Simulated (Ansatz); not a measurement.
# ZrMo2C2: the cost of one run

Method: DFT PBE, scalar-relativistic, plane waves, PAW, in Ansatz 0.2.0.

### Step 1. The structure to begin with

It takes space group P6/mmm (No. 191, hexagonal). Conventional cell: a = 4.347 Å, b = 4.347 Å, c = 5.704 Å, α = 90.00°, β = 90.00°, γ = 120.00°. Zr (site symmetry 6/mmm) is surrounded by 2 C at 1.63 Å. Mo (site symmetry -6m2) has 3 Mo at 2.51 Å and 6 C at 2.79 Å in its first shell of neighbours. C (site symmetry 6mm) has 1 Zr at 1.63 Å in its first shell of neighbours.

Structure file:

```xyz
5
Lattice="4.3474 0.0000 0.0000 -2.1737 3.7649 0.0000 0.0000 0.0000 5.7041" Properties=species:S:1:pos:R:3 pbc="T T T"
Zr    0.0000    0.0000    0.0000
Mo    0.0000    2.5099    2.8520
Mo    2.1737    1.2550    2.8520
C     0.0000    0.0000    4.0734
C     0.0000    0.0000    1.6307
```

A structure generator made this guess: random cell by space group and Wyckoff sites (P6/mmm, No. 191). Lengths come from tabulated atomic sizes and are only a guess.

### Step 2. Probe: one point on a coarse mesh

File input.yaml:

```yaml
crystal:
  lattice:
    - [4.34735637, 0.0, 0.0]
    - [-2.17367818, 3.76492105, 0.0]
    - [0.0, 0.0, 5.7040953]
  atoms:
    - { symbol: Zr, position: [0.0, 0.0, 0.0] }
    - { symbol: Mo, position: [0.33333333, 0.66666667, 0.5] }
    - { symbol: Mo, position: [0.66666667, 0.33333333, 0.5] }
    - { symbol: C, position: [0.0, 0.0, 0.7141255] }
    - { symbol: C, position: [0.0, 0.0, 0.2858745] }
basis:
  ecutwfc: 420
kpoints:
  mp_grid: { grid: [6, 6, 4] }
hamiltonian:
  xc: pbe
scf:
  occupations: { method: gaussian, width: 0.1 }
  lower_state_search: "off"
output:
  forces: true
  stress: true
  eigenvalues: true
```

Started as:

```
$ ansatz run input.yaml --threads 1 --pin off --max-ram 2560MiB --backend cpu --events-out ev --progress --plain --runs-dir out
```

**Question.** How long does this run take on 1 thread of Intel Xeon at 2.70GHz, shared host, and how much memory does it need?

About 5.3 s, with a peak of 0.4 GiB.
